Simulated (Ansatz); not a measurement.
**Cu2As: properties at the relaxed cell**

One table from this session's results is given with a row withheld; the runs are named, their logs left out.

Method: DFT PBEsol, scalar-relativistic, plane waves, PAW, in Ansatz 0.2.0.

1 further run of the same task is left out (set aside as unsound or not needed). Runs told in other sessions of the task aren't counted.

## The structure to begin with

It takes space group P4/nmm (No. 129, tetragonal). The conventional cell has a = 3.746 Å, b = 3.746 Å, c = 5.849 Å, α = 90.00°, β = 90.00°, γ = 90.00°. Around Cu (site symmetry -4m2) lie 4 As at 2.53 Å and 8 Cu at 2.56 to 2.65 Å. Around Cu (site symmetry 4mm) lie 5 As at 2.41 to 2.65 Å and 4 Cu at 2.56 Å. As (site symmetry 4mm) has 9 Cu at 2.41 to 2.65 Å in its first shell of neighbours.

Structure file:

```xyz
6
Lattice="3.7458 0.0000 0.0000 0.0000 3.7458 0.0000 0.0000 0.0000 5.8488" Properties=species:S:1:pos:R:3 pbc="T T T"
Cu    0.0000    0.0000    0.0000
Cu    1.8729    1.8729    0.0000
Cu    0.0000    1.8729    1.7429
Cu    1.8729    0.0000    4.1060
As    0.0000    1.8729    4.1487
As    1.8729    0.0000    1.7001
```

It is the result of an earlier relaxation at this level (volume 13.68 Å³/atom; gap on the mesh: none (metal)).

The first run:

File input.yaml:

```yaml
crystal:
  lattice:
    - [3.707917431, 0.0, 0.0]
    - [0.0, 3.707917431, 0.0]
    - [0.0, 0.0, 5.7897493079]
  atoms:
    - { symbol: Cu, position: [0.0, 0.0, 0.0] }
    - { symbol: Cu, position: [0.5, 0.5, 0.0] }
    - { symbol: Cu, position: [0.0, 0.5, 0.2979827099] }
    - { symbol: Cu, position: [0.5, 0.0, 0.7020172901] }
    - { symbol: As, position: [0.0, 0.5, 0.7093186455] }
    - { symbol: As, position: [0.5, 0.0, 0.2906813545] }
basis:
  ecutwfc: 420
kpoints:
  mp_grid: { grid: [10, 10, 6] }
hamiltonian:
  xc: pbesol
scf:
  occupations: { method: gaussian, width: 0.1 }
output:
  forces: true
  stress: true
  eigenvalues: true
relax:
  adjacent_minimum: "off"
  f_tol: 0.01
  max_steps: 30
  cell: { stress_tol: 0.1, fix: [volume] }
```

The run is started by

```sh
$ ansatz run input.yaml --threads 1 --pin off --max-ram 2560MiB --backend cpu --events-out ev --progress --plain --runs-dir out
```

Among the steps run: The cell scaled to 0.97 of its volume; Volume × 1.03; Point at V/V0 = 0.94; Point at V/V0 = 1.06; The cell scaled to 0.91 of its volume; The cell scaled to 1.10 of its volume; The cell scaled to 0.88 of its volume.

One table of the session follows, with a row left open; its other results are not shown here.

It belongs to the step «Energy against volume». 

| volume (Å³/atom) | energy above the lowest point (meV/atom) | pressure (GPa) |
| --- | --- | --- |
| 12.036 | 100.4 | 22.17 |
| 12.446 | 52.9 | 15.09 |
| 12.857 | 22.1 | 9.16 |
| 13.267 | ? | ? |
| 13.677 | 0.0 | 0.03 |
| 14.088 | 4.5 | -3.43 |
| 14.498 | 17.2 | -6.32 |
| 15.045 | 44.4 | -9.44 |

**Question.** Estimate the row for volume (Å³/atom) = 13.267.

Worked estimate for «energy above the lowest point (meV/atom)». A straight line through the neighbours (12.857, 22.1) and (13.677, 0.0) gives 22.1 + (0.0 − 22.1) × (13.267 − 12.857) / (13.677 − 12.857) = 11.1; a parabola fitted to 4 rows on both sides gives 5.2.

**Answer.** energy above the lowest point (meV/atom): 5.2; pressure (GPa): 4.20. In «energy above the lowest point (meV/atom)» the line misses by +5.9 and the parabola by 0.0.
